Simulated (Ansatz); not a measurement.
Working through a ladder of methods at one geometry of Cl2H3Si2, SMILES Cl[SiH][SiH2]Cl

Program: the Python package of Ansatz (0.2.0).

The script reads `cl2h3si2.xyz`:
```text
7

Cl    1.35010    0.83230   -2.31350
Si    0.61920    1.16600   -0.41220
Si   -0.24330   -0.76580    0.47430
Cl   -0.67240   -0.46340    2.44310
H    -0.40740    2.23220   -0.50440
H    -1.42620   -1.22560   -0.22800
H     0.84120   -1.84370    0.49510
```

Run as a notebook:

```python
import ansatz as az

molecule = az.Crystal.molecule_from_extxyz("cl2h3si2.xyz")
```

```python
model = molecule.calculation()
model = model.basis(gaussian="cc-pVDZ")
model = model.spin("collinear", total=1)
```

```python
methods = ["mp2", "ccsd", "ccsd_t"]
batch = az.Session.batch([model.correlation(m).input() for m in methods])
reports = sorted(batch.plan().execute().molecular_reports, key=lambda each: each["member"])
print(f"Hartree-Fock reference {reports[0]['reference_energy_ev'] / 27.211386246:.6f} Ha")
best = reports[-1]["free_energy_ev"] - reports[-1]["reference_energy_ev"]
for method, each in zip(methods, reports):
    gained = each["free_energy_ev"] - each["reference_energy_ev"]
    print(f"{method:8s} total {each['free_energy_ev'] / 27.211386246:.6f} Ha  correlation {gained:9.4f} eV  ({100 * gained / best:.1f} % of the last)")
```

    Hartree-Fock reference -1498.675617 Ha
    mp2      total -1499.116154 Ha  correlation  -11.9876 eV  (86.7 % of the last)
    ccsd     total -1499.171590 Ha  correlation  -13.4961 eV  (97.7 % of the last)
    ccsd_t   total -1499.183525 Ha  correlation  -13.8209 eV  (100.0 % of the last)

Caveats:
- Total energies depend on the basis set; only differences at equal settings carry meaning.
- The geometry is a force-field or estimated start, not a minimum of this method, and the basis set is short of its limit. A lower total doesn't mark the better method: functionals have no common bound, and MP2 and coupled cluster aren't variational.
- The run takes the species as open-shell (spin multiplicity 2), which needn't be its ground state.
- Inner cores stay frozen, so this is valence correlation.
- For Al to Cl the sets with a tight d function, cc-pV(X+d)Z, are usual.
